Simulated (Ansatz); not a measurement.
# WSOF (doublet): geometry optimisation

Aim: relax a generated start of WSOF (doublet) and see which bonds hold.

Program: Ansatz 0.2.0, Gaussian basis. Level of theory: UKS PBE0/def2-SVP. These are calculated values, not measurements.

**1. Where the work starts**

4 atoms, charge 0, spin multiplicity 2.

Atoms are counted from 1 here; the program's logs count them from 0.

Bond lengths: W1–O2 1.676 Å, W1–F3 1.840 Å, W1–S4 2.184 Å. Angles: O2–W1–F3 120.7°, O2–W1–S4 110.4°, F3–W1–S4 112.9°.

As a file:

```csv
atom,x (Å),y (Å),z (Å)
W1,0.9399,0.0932,-0.5446
O2,2.1277,-0.5696,0.4346
F3,0.5704,-0.6303,-2.1951
S4,1.1184,2.2698,-0.5915
```

The start is a generated structure. Sticks and bond lists go by distance. No spin-orbit coupling is included. Elements past krypton take def2 core potentials.

**2. The run**

File in.yaml:

```yaml
crystal:
  periodic: [false, false, false]
  atoms:
    - {symbol: W, position_ang: [0.939860, 0.093210, -0.544650]}
    - {symbol: O, position_ang: [2.127700, -0.569560, 0.434600]}
    - {symbol: F, position_ang: [0.570360, -0.630300, -2.195100]}
    - {symbol: S, position_ang: [1.118380, 2.269750, -0.591490]}
basis:
  gaussian: {orbitals: def2-SVP}
magnetization: {spin_polarized: true, initial_magnetization: 1}
hamiltonian: {xc: pbe0}
relax: {f_tol: 0.01, max_steps: 150}
```

On the command line:

```console
> ansatz run in.yaml --threads 1 --pin off --events-out ev --progress --plain --max-ram 24576MiB --backend cuda --devices 0, --max-vram 18GiB
```

**Question.** What will these runs give? Wanted: energy gained; shift from the start; total energy; dipole moment; ⟨S²⟩.

As calculated:

| quantity | value |
| --- | --- |
| steps | 7 |
| energy gained | 0.123 eV |
| shift from the start (rms) | 0.136 Å |
| total energy | -17411.8439 eV |
| dipole moment | 1.45 D |
| ⟨S²⟩ | 0.774 |

The bonds of the start are those of the end. W1–S4 went from 2.184 to 2.135 Å. No vibrations were run, so this is a stationary point, not a proven minimum, and this spin need not be the ground state's.
